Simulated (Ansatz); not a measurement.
# CH5FOSSiTe: the cost of one run

All numbers below are computed with Ansatz 0.2.0 (RKS B3LYP-D4/def2-SVP).

### 1 Starting point

Bond lengths: O1–Si2 1.677 Å, Si2–Te3 2.498 Å, Si2–S4 2.189 Å, S4–C5 1.756 Å, C5–F6 1.368 Å, O1–H7 0.969 Å, Si2–H8 1.477 Å, Te3–H9 1.773 Å, C5–H10 1.135 Å, C5–H11 1.069 Å. Angles (14 of 15 angles, heavy atoms first): O1–Si2–Te3 109.4°, O1–Si2–S4 111.8°, Te3–Si2–S4 109.5°, Si2–S4–C5 96.0°, S4–C5–F6 110.3°, O1–Si2–H8 109.0°, Te3–Si2–H8 109.2°, S4–Si2–H8 107.9°, Si2–O1–H7 106.7°, Si2–Te3–H9 88.6°, S4–C5–H10 106.7°, S4–C5–H11 111.2°, F6–C5–H10 107.1°, F6–C5–H11 111.4°.

As a file:

```xyz
11

O    -2.6355   -0.8958    0.1002
Si   -1.0320   -0.5160   -0.2119
Te   -0.7892    0.1538   -2.6065
S    -0.3140    1.1011    1.0769
C     1.3933    0.8508    0.7538
F     1.8107   -0.3352    1.2935
H    -2.6801   -1.1750    1.0269
H    -0.1964   -1.7060    0.0461
H     0.9577   -0.1092   -2.4584
H     1.9515    1.6777    1.2942
H     1.5994    0.8967   -0.2942
```

### 2 End point A

The input, input.yaml:

```yaml
crystal:
  periodic: [false, false, false]
  atoms:
    - { symbol: O, position_ang: [-2.6355, -0.8958, 0.1002] }
    - { symbol: Si, position_ang: [-1.032, -0.516, -0.2119] }
    - { symbol: Te, position_ang: [-0.7892, 0.1538, -2.6065] }
    - { symbol: S, position_ang: [-0.314, 1.1011, 1.0769] }
    - { symbol: C, position_ang: [1.3933, 0.8508, 0.7538] }
    - { symbol: F, position_ang: [1.8107, -0.3352, 1.2935] }
    - { symbol: H, position_ang: [-2.6801, -1.175, 1.0269] }
    - { symbol: H, position_ang: [-0.1964, -1.706, 0.0461] }
    - { symbol: H, position_ang: [0.9577, -0.1092, -2.4584] }
    - { symbol: H, position_ang: [1.9515, 1.6777, 1.2942] }
    - { symbol: H, position_ang: [1.5994, 0.8967, -0.2942] }
basis:
  gaussian: { orbitals: def2-SVP }
hamiltonian:
  xc: b3lyp
  dispersion: d4
relax:
  f_tol: 0.015
  max_steps: 40
```

Launch:

```
$ ansatz run input.yaml --threads 2 --pin off --max-ram 3072MiB --backend cpu --events-out ev --progress --plain --runs-dir out
```

**Question.** How long does this run take on 2 threads of AMD EPYC 7B13 (Zen 3), shared host, and how much memory does it need?

About 3.2 min, with a peak of 0.4 GiB.
